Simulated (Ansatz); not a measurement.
I need a ladder of methods at one geometry of C2H3F2Si, SMILES [CH]=C[SiH](F)F. Use the Python package of Ansatz (0.2.0). Settings (for the species named): Hartree-Fock, cc-pVDZ basis, multiplicity 2. The script varies functional: hf, lc_wpbe, pbe, pbe0, hse06, r2scan0.

```yaml
atoms:
  - { symbol: C, position_ang: [0.7019, 0.5511, 1.4759] }
  - { symbol: C, position_ang: [0.7670, 0.0327, 0.2967] }
  - { symbol: Si, position_ang: [-0.6981, -0.2956, -0.7741] }
  - { symbol: F, position_ang: [-0.3327, -1.6691, -1.5335] }
  - { symbol: F, position_ang: [-0.7850, 0.8732, -1.8587] }
  - { symbol: H, position_ang: [0.5655, 1.0744, 2.4210] }
  - { symbol: H, position_ang: [1.7641, -0.2473, -0.0910] }
  - { symbol: H, position_ang: [-1.8905, -0.3764, 0.0079] }
```

The script, `methods_c2h3f2si.py`:
```python
"""One geometry of C2H3F2Si, method by method."""

from pathlib import Path

import ansatz as az
import numpy as np

GEOMETRY = """
C     0.70190    0.55110    1.47590
C     0.76700    0.03270    0.29670
Si   -0.69810   -0.29560   -0.77410
F    -0.33270   -1.66910   -1.53350
F    -0.78500    0.87320   -1.85870
H     0.56550    1.07440    2.42100
H     1.76410   -0.24730   -0.09100
H    -1.89050   -0.37640    0.00790
"""

system = az.Crystal.molecule()
for line in GEOMETRY.strip().splitlines():
    symbol, *xyz = line.split()
    system = system.atom(symbol, [float(v) for v in xyz])

setup = (
    system.calculation()
    .basis(gaussian="cc-pVDZ")
    .spin("collinear", total=1)
)

print("functional    E (Ha)        dipole (D)   HOMO (eV)  LUMO (eV)")
for name in ["hf", "lc_wpbe", "pbe", "pbe0", "hse06", "r2scan0"]:
    summary = setup.functional(name).forces().orbitals().run(threads=1, backend="cpu", runs_dir="runs").report
    lines = Path(summary["orbitals_path"]).read_text().splitlines()
    field_of = lambda key: [line.split("=")[1].strip() for line in lines if line.startswith(key)]
    orbitals = [(27.211386 * float(e), s, float(n)) for e, s, n in zip(field_of("Ene="), field_of("Spin="), field_of("Occup="))]
    homo = max(e for e, _, n in orbitals if n > 0.5)
    lumo = min(e for e, _, n in orbitals if n < 0.5)
    dipole = 4.803205 * np.linalg.norm(summary["charge_distribution"]["dipole_moment_e_ang"])
    print(f"{name:10s} {summary['free_energy_ev'] / 27.211386246:14.6f} {dipole:9.3f} {homo:11.3f} {lumo:10.3f}")
```

`python methods_c2h3f2si.py` gives:
```text
functional    E (Ha)        dipole (D)   HOMO (eV)  LUMO (eV)
hf            -565.330667     2.601      -9.538      3.201
lc_wpbe       -566.940171     2.138      -8.666      1.287
pbe           -566.753087     1.901      -4.432     -2.494
pbe0          -566.794811     2.165      -5.889     -1.312
hse06         -566.776134     2.161      -5.482     -1.709
r2scan0       -567.015645     2.248      -6.234     -0.842
```

Caveats:
- The settings weren't tested for convergence.
- The geometry is a force-field or estimated start, not a minimum of this method, and the basis set is short of its limit. A lower total doesn't mark the better method: functionals have no common bound, and MP2 and coupled cluster aren't variational.
- The run takes the species as open-shell (spin multiplicity 2), which needn't be its ground state.
- The expectation value of S² is noticeably off S(S+1) in at least one run, so that state is spin-contaminated.
- Levels such as HOMO and LUMO are orbital energies: with these approximate functionals they aren't the ionisation energy and electron affinity, and their gap isn't the fundamental gap.
- For Al to Cl the sets with a tight d function, cc-pV(X+d)Z, are usual.
- hse06 follows the composition of plane-wave codes, whose totals differ by tens of mHa, up to about 0.1 Ha, from the form usual in Gaussian-basis programs (wpbeh).
- Hardware and time: 31 s on 1 thread of AMD EPYC 7B13 (Zen 3) (shared host), peak memory 0.35 GiB.
